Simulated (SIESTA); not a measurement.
**As2S in SIESTA: the effect of basis**

As2S:

```xyz
6
Lattice="-3.5065 3.5065 2.4859 3.5065 -3.5065 2.4859 3.5065 3.5065 -2.4859" Properties=species:S:1:pos:R:3 pbc="T T T"
As   -1.7532    3.5065    1.8644
As    1.7532    3.5065    1.8644
As    0.0000    1.7532    0.6215
As    0.0000    5.2597    0.6215
S     3.5065    0.0000    1.2430
S     0.0000    0.0000    2.4859
```

The cell comes from a database or a generator and needn't be the stable form of this composition.

Alike in all runs:

| Item | Value |
| --- | --- |
| Program | SIESTA 5.4.2 |
| Task | band structure |
| Functional | PBEsol |
| Potentials or basis | PseudoDojo 0.4 standard (PBEsol files) |
| Grid cutoff | 500 Ry |
| Energy shift | 0.003 Ry |
| k mesh | 7 × 7 × 7 |
| Occupations | fermi-dirac, width 0.05 eV |
| Spin | no spin polarisation |

One run gave: pressure 11.9 GPa. Which basis did it use?
A. SZ
B. TZDP
C. DZ
D. DZP
E. TZP

A.

```csv
basis,pressure (GPa)
SZ,11.9
SZP,2.8
DZ,3.0
DZP,-1.0
TZP,-1.3
TZDP,-1.7
```

Caveats: the basis of atomic orbitals isn't converged, which shifts pressures, moduli and gaps; the basis has no polarisation orbitals (some runs).
